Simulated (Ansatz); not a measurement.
# One shape, several levels: InH3 (SMILES [H][In]([H])[H])

Aim: a comparison of 6 runs (BHLYP/STO-3G, UB3LYP/STO-3G, r2SCAN/STO-3G, RPA@PBE/STO-3G, BCCD(T)/STO-3G, CCSDT/STO-3G) of InH3. 

The results are computed with Ansatz 0.2.0.

27 further runs of the same task are left out: 1 that didn't finish, 26 set aside as unsound or not needed.

## 1. The system as given

InH3: 4 atoms, total charge 0, spin state singlet. As SMILES, `[H][In]([H])[H]`. The H2–In1 distance was set to 3.437 Å, away from the relaxed value. At this shape a bond of the SMILES string is far longer than usual.

Bond lengths: In1–H3 1.719 Å, In1–H4 1.718 Å. Angles: H3–In1–H4 119.9°.

## 2. The energy at BHLYP/STO-3G (run 1)

Contents of run.yaml:

```yaml
crystal:
  periodic: [false, false, false]
  atoms:
    - {symbol: In, position_ang: [-1.717629, 0.026310, -0.014590]}
    - {symbol: H, position_ang: [1.718930, -0.027790, 0.013510]}
    - {symbol: H, position_ang: [-2.552779, 1.528450, -0.031830]}
    - {symbol: H, position_ang: [-2.603329, -1.445830, -0.009240]}
basis:
  gaussian:
    orbitals: STO-3G
hamiltonian:
  xc: {name: BHLYP}
accuracy: high
```

Command:

```sh
ansatz run run.yaml --threads 1 --pin off --max-ram 2610MiB --events-out events.jsonl --progress --plain --runs-dir runs
```

Output:

```text
Warning: RAYON_NUM_THREADS=1 ignored (pool sized by the plan → 1); use --threads N
Functional definition: BHLYP
  name "BHLYP"
  parameter a = 0.5
  exchange = (1 - a)*b88_x + a*exact_x
  correlation = lyp_c
523 factors; integrals over basis functions are off by at most 4.0e-9 eV
mean field evaluation 1: about -154734.4420 eV, gradient 1.4e1 eV
mean field evaluation 2: about -154729.0168 eV, gradient 1.4e1 eV
mean field evaluation 4: about -154737.4243 eV, gradient 1.2e1 eV
mean field evaluation 8: about -154737.6159 eV, gradient 1.1e1 eV
mean field evaluation 16: about -154739.0370 eV, gradient 1.9e-8 eV
mean field -154739.03701152 eV, -5686.5547242868 hartree, gradient 1.9e-8 eV, S^2 0.000000; 0 other end points of the search recorded, 0 dependent functions left out
reference -154739.03703104 eV, -5686.5547250042 hartree; 26, 26 occupied and 4, 4 virtual orbitals, 523 factors
Total energy: -154739.03703104 eV, -5686.5547250042 hartree
```

Wall time 0.72 s (1 thread of AMD EPYC 9R45 (Zen 5), shared host).

## 3. The energy at UB3LYP/STO-3G (run 2)

Contents of job.yaml:

```yaml
crystal:
  periodic: [false, false, false]
  atoms:
    - {symbol: In, position_ang: [-1.717629, 0.026310, -0.014590]}
    - {symbol: H, position_ang: [1.718930, -0.027790, 0.013510]}
    - {symbol: H, position_ang: [-2.552779, 1.528450, -0.031830]}
    - {symbol: H, position_ang: [-2.603329, -1.445830, -0.009240]}
basis:
  gaussian: {orbitals: STO-3G}
magnetization: {spin_polarized: true, initial_magnetization: 0}
hamiltonian: {xc: {name: B3LYP}}
accuracy: high
```

Command:

```sh
ansatz run job.yaml --threads 1 --pin off --max-ram 2610MiB --events-out events.jsonl --progress --plain --runs-dir runs
```

Output:

```text
Warning: RAYON_NUM_THREADS=1 ignored (pool sized by the plan → 1); use --threads N
Functional definition: B3LYP
  name "B3LYP"
  parameter a0 = 0.2
  parameter ax = 0.72
  parameter ac = 0.81
  exchange = (1 - a0 - ax)*slater_x + ax*b88_x + a0*exact_x
  correlation = (1 - ac)*vwn_rpa_c + ac*lyp_c
523 factors; integrals over basis functions are off by at most 4.0e-9 eV
mean field evaluation 1: about -154728.4920 eV, gradient 1.5e1 eV
mean field evaluation 2: about -154723.0036 eV, gradient 1.1e1 eV
mean field evaluation 4: about -154730.9451 eV, gradient 1.0e1 eV
mean field evaluation 8: about -154733.9979 eV, gradient 7.5e0 eV
mean field evaluation 16: about -154735.9024 eV, gradient 2.8e-1 eV
mean field evaluation 32: about -154735.9017 eV, gradient 5.0e-4 eV
mean field -154735.90166194 eV, -5686.4395023153 hartree, gradient 1.7e-9 eV, S^2 0.857646; 2 other end points of the search recorded, 0 dependent functions left out
reference -154735.90169039 eV, -5686.4395033608 hartree; 26, 26 occupied and 4, 4 virtual orbitals, 523 factors
Total energy: -154735.90169039 eV, -5686.4395033608 hartree
```

Wall time 2.5 s (1 thread of AMD EPYC 9R45 (Zen 5), shared host); peak memory 0.16 GiB.

Runs 3 to 4 aren't shown in full; the table further down has their settings and results.

## 4. The energy at BCCD(T)/STO-3G (run 5)

Contents of molecule.yaml:

```yaml
basis:
  gaussian:
    orbitals: STO-3G
crystal:
  periodic: [false, false, false]
  atoms:
    - {symbol: In, position_ang: [-1.717629, 0.026310, -0.014590]}
    - {symbol: H, position_ang: [1.718930, -0.027790, 0.013510]}
    - {symbol: H, position_ang: [-2.552779, 1.528450, -0.031830]}
    - {symbol: H, position_ang: [-2.603329, -1.445830, -0.009240]}
correlation:
  method: bccd_t
  frozen_orbitals: {H: 0, In: 18}
scf:
  omitted_lower_state_checks: [cluster_reference, increment]
accuracy: high
```

Command:

```sh
ansatz run molecule.yaml --threads 1 --pin off --max-ram 2610MiB --events-out events.jsonl --progress --plain --runs-dir runs
```

Output (excerpt; [...] marks lines left out):

```text
Warning: RAYON_NUM_THREADS=1 ignored (pool sized by the plan → 1); use --threads N
Functional definition: HF
  name "HF"
[...]
523 factors; integrals over basis functions are off by at most 4.0e-9 eV
[...]
mean field -154677.92264228 eV, -5684.3088126421 hartree, gradient 8.6e-8 eV, S^2 0.000000; 1 other end points of the search recorded, 0 dependent functions left out; unrestricted orbitals would lower it
18 core orbitals not correlated: weight in the atoms' cores, before any rotation towards them, 1.000 or more for the frozen orbitals, at most 0.000 for the correlated occupied ones
reference -154677.92264228 eV, -5684.3088126421 hartree; 8, 8 occupied and 4, 4 virtual orbitals, 523 factors
second order -2.51052750 eV of doubles, -0.00000000 eV of singles
cycle   1  -2.29770504 eV  change   -9.4e-1 eV  update   1.5e-1
[...]
cycle  30  -4.41694333 eV  change   1.6e-11 eV  update  8.3e-11
perturbative correction -0.10588442 eV, -0.0038911808 hartree
WARN: these amplitudes may be one of several solutions (largest doubles amplitude 0.69, level shift 7.93 eV)
Total energy: -154682.44547003 eV, -5684.4750234964 hartree
Checks for a lower state left out: cluster_reference, increment
```

Run time: 0.24 s. Hardware: 1 thread of AMD EPYC 9R45 (Zen 5), shared host.

## 5. The energy at CCSDT/STO-3G (run 6)

Contents of job.yaml:

```yaml
basis:
  gaussian: {orbitals: STO-3G}
crystal:
  periodic: [false, false, false]
  atoms:
    - {symbol: In, position_ang: [-1.717629, 0.026310, -0.014590]}
    - {symbol: H, position_ang: [1.718930, -0.027790, 0.013510]}
    - {symbol: H, position_ang: [-2.552779, 1.528450, -0.031830]}
    - {symbol: H, position_ang: [-2.603329, -1.445830, -0.009240]}
correlation: {method: ccsdt, frozen_orbitals: {H: 0, In: 18}}
accuracy: high
scf: {omitted_lower_state_checks: [cluster_reference, increment]}
```

Command:

```sh
ansatz run job.yaml --threads 1 --pin off --max-ram 2610MiB --events-out events.jsonl --progress --plain --runs-dir runs
```

Output (excerpt; [...] marks lines left out):

```text
Warning: RAYON_NUM_THREADS=1 ignored (pool sized by the plan → 1); use --threads N
[... 2 set-up lines as earlier in the session ...]
[...]
523 factors; integrals over basis functions are off by at most 4.0e-9 eV
[...]
mean field -154677.92264228 eV, -5684.3088126421 hartree, gradient 8.6e-8 eV, S^2 0.000000; 1 other end points of the search recorded, 0 dependent functions left out; unrestricted orbitals would lower it
18 core orbitals not correlated: weight in the atoms' cores, before any rotation towards them, 1.000 or more for the frozen orbitals, at most 0.000 for the correlated occupied ones
reference -154677.92264228 eV, -5684.3088126421 hartree; 8, 8 occupied and 4, 4 virtual orbitals, 523 factors
second order -2.51052750 eV of doubles, -0.00000000 eV of singles
cycle   1  -2.26954085 eV  change   -9.1e-1 eV  update   1.5e-1
[...]
cycle  31  -4.53869559 eV  change   5.0e-10 eV  update  6.1e-10
WARN: these amplitudes may be one of several solutions (largest doubles amplitude 0.73, level shift 7.93 eV)
Total energy: -154682.46133787 eV, -5684.4756066286 hartree
Checks for a lower state left out: cluster_reference, increment
```

It took 0.3 s on 1 thread of AMD EPYC 9R45 (Zen 5), shared host.

## 6. Overview of the runs

| run | level | frozen core orbitals | energy (Eh) | wall time |
| --- | --- | --- | --- | --- |
| 1 | BHLYP/STO-3G | – | -5686.554725 | 0.72 s |
| 2 | UB3LYP/STO-3G | – | -5686.439503 | 2.5 s |
| 3 | r2SCAN/STO-3G | – | -5686.588291 | 1.5 s |
| 4 | RPA@PBE/STO-3G | 18 | -5684.474024 | 0.98 s |
| 5 | BCCD(T)/STO-3G | 18 | -5684.475023 | 0.24 s |
| 6 | CCSDT/STO-3G | 18 | -5684.475607 | 0.3 s |

## 7. Outcome

```
                                           quantity           value
                                run 6: total energy  -5684.47561 Eh
run 6: correlation energy (18 core orbitals frozen)      -166.8 mEh
                               run 6: T1 diagnostic           0.044
```

What this shows: Totals of different functionals can't be ranked against each other. In runs 4, 5, 6 the log says that unrestricted orbitals would lower the reference, so the values rest on an unstable closed-shell determinant (other closed-shell runs at this shape may share the fault). In runs 1, 2, 3, 4, 5, 6 the basis is minimal, so the values are rough. In runs 1, 2, 3, 4, 5, 6 relativity is left out where basis or elements ask for it. Spin contamination of the reference: run 2 ⟨S²⟩ = 0.86. Where it is this large, the reference is a mixture of spin states, and values that rest on it are in doubt. All runs together took 6.2 s, the longest 2.5 s.
